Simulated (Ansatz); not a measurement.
Write a Python script for the Ansatz DFT code, driven from Python that makes a geometry optimisation of C2H3ClSSi, SMILES C=C1S[SiH]1Cl. Use: Hartree-Fock, cc-pVDZ basis, multiplicity 1.

```xyz
8

C     1.0784    0.8954    0.6724
C     0.3118   -0.0754    0.1848
S     0.7923   -1.6008   -0.1832
Si   -1.2164   -0.4209   -0.3016
Cl   -1.4748   -0.0900   -2.3220
H     0.5943    1.9317    0.8514
H     2.1186    0.8306    0.8713
H    -2.1121   -1.5276    0.1711
```

The script, `c2h3clssi.py`:
```python
"""Geometry optimisation of C2H3ClSSi."""

import itertools

import ansatz
from ase.data import atomic_numbers, covalent_radii
import numpy as np

config = {
    "basis_set": "cc-pVDZ",
    "xc": "hf",
}

GEOMETRY = """
C     1.07840    0.89540    0.67240
C     0.31180   -0.07540    0.18480
S     0.79230   -1.60080   -0.18320
Si   -1.21640   -0.42090   -0.30160
Cl   -1.47480   -0.09000   -2.32200
H     0.59430    1.93170    0.85140
H     2.11860    0.83060    0.87130
H    -2.11210   -1.52760    0.17110
"""

system = ansatz.Crystal.molecule()
for line in GEOMETRY.strip().splitlines():
    symbol, *xyz = line.split()
    system = system.atom(symbol, [float(v) for v in xyz])

model = (
    system.calculation()
    .basis(gaussian=config["basis_set"])
    .functional(config["xc"])
    .accuracy("medium")
)
symbols = [site.symbol for site in system.cartesian_sites]
start = np.array([site.position_ang for site in system.cartesian_sites], dtype=float)
def progress(event):
    if event["event"] == "relax_step":
        row = event["data"]
        print(f"step {row['step']:3d}  E = {row['lagrangian_ev']:.6f} eV  largest force component {row['allowed_force_max_ev_ang']:.4f} eV/A")


r = model.relax(force_tolerance=0.02, max_steps=100).session().plan().execute(on_event=progress).report
end = np.array(r["positions_ang"])

print(f"E = {r['free_energy_ev']:.6f} eV = {r['free_energy_ev'] / 27.211386246:.7f} Ha")
print("converged:", r["converged"], " doubts:", r["published_state_doubts"] or "none")

# pairs closer than 1.2 times the sum of covalent radii, before or after
radius = [covalent_radii[atomic_numbers[s]] for s in symbols]
span = lambda where, i, j: np.linalg.norm(where[i] - where[j])
bonded = [(i, j) for i, j in itertools.combinations(range(len(symbols)), 2) if min(span(start, i, j), span(end, i, j)) < 1.2 * (radius[i] + radius[j])]
print("pair        before    after (A)")
for i, j in bonded:
    print(f"{symbols[i]}{i}-{symbols[j]}{j}".ljust(10), f"{span(start, i, j):8.4f} {span(end, i, j):8.4f}")

charges = r["charge_distribution"]
print("dipole moment", round(4.803205 * float(np.linalg.norm(charges["dipole_moment_e_ang"])), 3), "D")
print("Mulliken:", [(s, round(q, 3)) for s, q in zip(symbols, charges["mulliken_charges_e"])])
with open("c2h3clssi_opt.xyz", "w") as handle:
    handle.write(f"{len(symbols)}\nrelaxed C2H3ClSSi\n")
    handle.writelines(f"{s:2s} {x:11.6f} {y:11.6f} {z:11.6f}\n" for s, (x, y, z) in zip(symbols, end))
```

```console
$ python c2h3clssi.py
step   1  E = -33290.055635 eV  largest force component 6.1515 eV/A
step   2  E = -33291.414538 eV  largest force component 3.9303 eV/A
step   3  E = -33292.068646 eV  largest force component 1.3554 eV/A
step   4  E = -33292.144382 eV  largest force component 0.6141 eV/A
step   5  E = -33292.177823 eV  largest force component 0.5311 eV/A
step   6  E = -33292.115577 eV  largest force component 0.8506 eV/A
step   7  E = -33292.200801 eV  largest force component 0.4009 eV/A
step   8  E = -33292.199842 eV  largest force component 0.2192 eV/A
step   9  E = -33292.210473 eV  largest force component 0.1446 eV/A
step  10  E = -33292.210674 eV  largest force component 0.1089 eV/A
step  11  E = -33292.211072 eV  largest force component 0.0104 eV/A
E = -33292.211072 eV = -1223.4661906 Ha
converged: True  doubts: none
pair        before    after (A)
C0-C1        1.3296   1.3167
C0-H5        1.1577   1.0831
C0-H6        1.0610   1.0834
C1-S2        1.6411   1.8383
C1-Si3       1.6405   1.8101
S2-Si3       2.3326   2.1113
Si3-Cl4      2.0636   2.0619
Si3-H7       1.5002   1.4669
dipole moment 1.798 D
Mulliken: [('C', 0.02), ('C', -0.338), ('S', -0.182), ('Si', 0.704), ('Cl', -0.273), ('H', 0.066), ('H', 0.064), ('H', -0.06)]
```

It writes `c2h3clssi_opt.xyz`:
```text
8
relaxed C2H3ClSSi
C     1.093029    0.991510    0.755336
C     0.398580    0.021867    0.197489
S     0.829104   -1.691316   -0.311551
Si   -1.056923   -0.768532   -0.532643
Cl   -1.723730   -0.208089   -2.401494
H     0.622909    1.945151    0.961665
H     2.137052    0.877072    1.021307
H    -2.207920   -1.224664    0.254091
```

What to keep in mind:
- The settings weren't tested for convergence.
- The end point is the stationary point reached from this start; no frequency run checks that it is a minimum, and the basis set is modest.
- Wall time of the script: 44 s on 1 thread of Intel(R) Xeon(R) Platinum 8488C (Sapphire Rapids), with other jobs on the host, peak memory 0.29 GiB.

(Lines on the test bed's own set-up are left out of the output.)
